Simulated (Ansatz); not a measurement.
The system is Rb2MnF4.

```
CELL_PARAMETERS angstrom
-2.11349 2.11349 6.89967
2.11349 -2.11349 6.89967
2.11349 2.11349 -6.89967
ATOMIC_POSITIONS crystal
Rb 0.64631 0.64631 0.00000
Rb 0.35369 0.35369 0.00000
Mn 0.00000 0.00000 0.00000
F 0.00000 0.50000 0.50000
F 0.50000 0.00000 0.50000
F 0.84725 0.84725 0.00000
F 0.15275 0.15275 0.00000
```

The cell comes from a database or a generator and needn't be the stable form of this composition.

| Item | Value |
| --- | --- |
| Program | Ansatz 0.2.0 |
| Task | single point |
| Functional | PBEsol |
| Potentials or basis | Ansatz PAW |
| Cutoff | 420 eV (not typed: the program's choice for these potentials) |
| k mesh | 9 × 9 × 9 |
| Occupations | fermi-dirac, width 0.05 eV |
| Spin | collinear spin, ferromagnetic start |
| Starting moments | [0.0, 0.0, 4.0, 0.0, 0.0, 0.0, 0.0] μB |

On this cell: pressure -0.4 GPa; largest force 0.066 eV/Å; net moment 5.00 μB per cell; site moments Rb +0.00; Mn +4.15; F +0.08, +0.04 μB; band gap on the k mesh 1.42 eV, indirect (least direct gap 2.29 eV).

The same run follows on a disturbed copy (atoms moved at random, drawn with an rms of 0.05 Å):

```
Rb Mn F
1.0
    -2.11349    2.11349    6.89967
     2.11349   -2.11349    6.89967
     2.11349    2.11349   -6.89967
Rb Mn F
2 1 4
Direct
  0.65088 0.64312 0.00387
  0.35526 0.35311 0.98824
  0.98218 0.99773 0.98604
  0.00006 0.48587 0.49523
  0.50452 0.99933 0.50308
  0.84671 0.84442 0.99680
  0.16165 0.16686 0.01725
```

Task: What does the disturbed cell give?

Result: The energy moves by +9.4 meV/atom; pressure -0.2 GPa; largest force 0.681 eV/Å; net moment 5.00 μB per cell; site moments Rb +0.00; Mn +4.07; F +0.07, +0.05, +0.04 μB; band gap on the k mesh 1.56 eV, indirect (least direct gap 2.30 eV).

Forces in eV/Å, atoms in the order of the input:
```
Rb   0.009 -0.054  0.111
Rb   0.044  0.013 -0.334
Mn  -0.205  0.503  0.411
F    0.309 -0.041  0.144
F   -0.061 -0.376  0.023
F   -0.018 -0.002  0.024
F   -0.078 -0.043 -0.379
```

Stress tensor (GPa, compression positive):
```
 0.01  0.02 -0.16
 0.02  0.28 -0.20
-0.16 -0.20 -0.81
```

Caveats: odd divisions of the mesh miss points on the zone boundary, where band edges often lie, so the gap on the mesh can be too wide; a cell with one magnetic atom can't hold antiferromagnetic order, which such compounds often take; the PAW data sets come from PBE, with cores solved anew for the run's functional, which leaves a small shift of forces and pressure.

A k mesh can miss the band edges.
